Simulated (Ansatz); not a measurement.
C₂H₆Al₂, SMILES [AlH2][CH]1[CH2][AlH]1, an atomisation energy

With the Python package of Ansatz (0.2.0).

The script reads `c2h6al2.xyz`:
```text
10

Al   -1.31050    1.11550   -0.19460
C    -0.41860   -0.60410   -0.27590
C     0.47010   -0.88480    0.89640
Al    1.58530   -0.45010   -0.75060
H    -1.91220    1.79340   -1.57710
H    -1.15970    2.11850    1.06580
H    -0.91110   -1.50120   -0.65150
H     0.56080   -1.93510    1.21290
H     0.53490   -0.09130    1.74410
H     2.64430    0.38800   -1.46660
```

At the Python prompt:
```pycon
>>> from collections import Counter
>>> from dataclasses import dataclass
>>> import ansatz
>>> @dataclass
... class Options:
...     basis_set: str = "pcseg-2"
...     method: str = "mp2"
...
>>> cfg = Options()
>>> def single_point(molecule, charge=0, unpaired=0):
...     calc = (
...         molecule.calculation()
...         .basis(gaussian=cfg.basis_set)
...         .correlation(cfg.method)
...     )
...     if charge:
...         calc = calc.charge(charge)
...     if unpaired:
...         calc = calc.spin("collinear", total=unpaired)
...     report = calc.run().report
...     if report["published_state_doubts"]:
...         print("  doubts:", report["published_state_doubts"])
...     return report["free_energy_ev"]
...
>>> system = ansatz.Crystal.molecule_from_extxyz("c2h6al2.xyz")
>>> # unpaired electrons of the ground-state atoms
>>> unpaired = {"Al": 1, "C": 2, "H": 1}
>>> counts = Counter(site.symbol for site in system.cartesian_sites)
>>> atom_energy = {s: single_point(ansatz.Crystal.molecule().atom(s, (0, 0, 0)), 0, unpaired[s]) for s in counts}
>>> whole = single_point(system, 0, 0)
>>> for s, e in atom_energy.items():
...     print(f"{s:2s} x{counts[s]}  {e:14.5f} eV")
...
Al x2     -6582.46334 eV
C  x2     -1027.32339 eV
H  x6       -13.60238 eV
>>> print(f"C2H6Al2: {whole:.5f} eV")
C2H6Al2: -15332.95938 eV
>>> split = sum(counts[s] * e for s, e in atom_energy.items()) - whole
>>> print(f"atomisation energy (no zero-point term): {23.060548 * split:.1f} kcal/mol, {split / sum(counts.values()):.3f} eV an atom")
atomisation energy (no zero-point term): 732.7 kcal/mol, 3.177 eV an atom
```

732.7 kcal/mol from the electronic energies, without the zero-point term.

What to keep in mind:
- Total energies depend on the basis set; only differences at equal settings carry meaning.
- The geometry is a force-field or estimated start, not a minimum of this method, and the basis set is short of its limit. All parts are taken at fixed geometry, without zero-point energy.
- Run time: 6.5 s on 1 thread of Arm Neoverse V2 (shared host), peak memory 0.46 GiB.
